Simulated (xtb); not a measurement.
# CH7AlOSi (SMILES [AlH2][O]C[SiH3]): GFN2-xTB

Wanted: a structure relaxation of CH7AlOSi. 

Program for the calculation: xtb 6.7.1 later snapshot.

2 further runs of the same task are left out: 2 set aside as unsound or not needed.

## Step 1: The system as given

CH7AlOSi has 11 atoms, charge 0, and is taken as a singlet. As SMILES, `[AlH2][O]C[SiH3]`. All atoms were displaced at random from a relaxed shape. The run starts from this shape.

Bond lengths: Al1–O2 1.559 Å, O2–C3 1.519 Å, C3–Si4 1.858 Å, Al1–H5 1.576 Å, Al1–H6 1.550 Å, C3–H7 1.110 Å, C3–H8 1.102 Å, Si4–H9 1.486 Å, Si4–H10 1.384 Å, Si4–H11 1.467 Å. Some angles: Al1–O2–C3 171.9°, O2–C3–Si4 108.8°, O2–Al1–H5 124.8°, O2–Al1–H6 122.7°, O2–C3–H7 95.4°, O2–C3–H8 105.4°, Si4–C3–H7 117.7°, Si4–C3–H8 125.1°, C3–Si4–H9 101.3°, C3–Si4–H10 105.9°.

## Step 2: A geometry optimisation at GFN2-xTB

File detailed.inp:

```
$opt
   hessian=lindh-d2
$end
```

File geom.xyz:

```xyz
11

Al    -0.618770     2.232240     0.159340
O     -0.015940     0.902910    -0.388150
C      0.644650    -0.422900    -0.723560
Si     0.091710    -1.695950     0.511680
H      0.163600     3.278310     1.041200
H     -2.023330     2.746830    -0.248520
H      0.230540    -0.488160    -1.750840
H      1.694590    -0.176890    -0.952770
H      0.793480    -2.908250     0.015180
H      0.652780    -1.321420     1.720000
H     -1.354720    -1.938060     0.538620
```

Launch:

```console
$ xtb -I detailed.inp --gfn 2 -o tight -c 0 --uhf 0 -- geom.xyz > geom.out
```

**Question.** What will come out? Wanted: total energy at the end; dipole moment; HOMO energy; LUMO energy; HOMO–LUMO gap; dispersion energy; mean polarisability.

Computed results:

At GFN2-xTB:

```
                      quantity          value
       total energy at the end   -12.63656 Eh
                 dipole moment         1.47 D
                   HOMO energy      -10.77 eV
                   LUMO energy       -5.96 eV
                 HOMO–LUMO gap        4.81 eV
             dispersion energy  -15.62 kJ/mol
mean polarisability (D4 model)     75.7 bohr³
```

What this shows: At the final geometry: Bond lengths: Al1–O2 1.637 Å, O2–C3 1.413 Å, C3–Si4 1.910 Å, Al1–H5 1.534 Å, Al1–H6 1.534 Å, C3–H7 1.094 Å, C3–H8 1.094 Å, Si4–H9 1.464 Å, Si4–H10 1.463 Å, Si4–H11 1.463 Å. Some angles: Al1–O2–C3 178.7°, O2–C3–Si4 110.9°, O2–Al1–H5 119.7°, O2–Al1–H6 119.8°, O2–C3–H7 108.4°, O2–C3–H8 108.4°, Si4–C3–H7 111.0°, Si4–C3–H8 111.0°, C3–Si4–H9 107.2°, C3–Si4–H10 108.5°. The optimisation took 12 steps and changed the energy by -0.593 eV. Mulliken charges run from -0.35 on O2 to +0.44 on Si4.
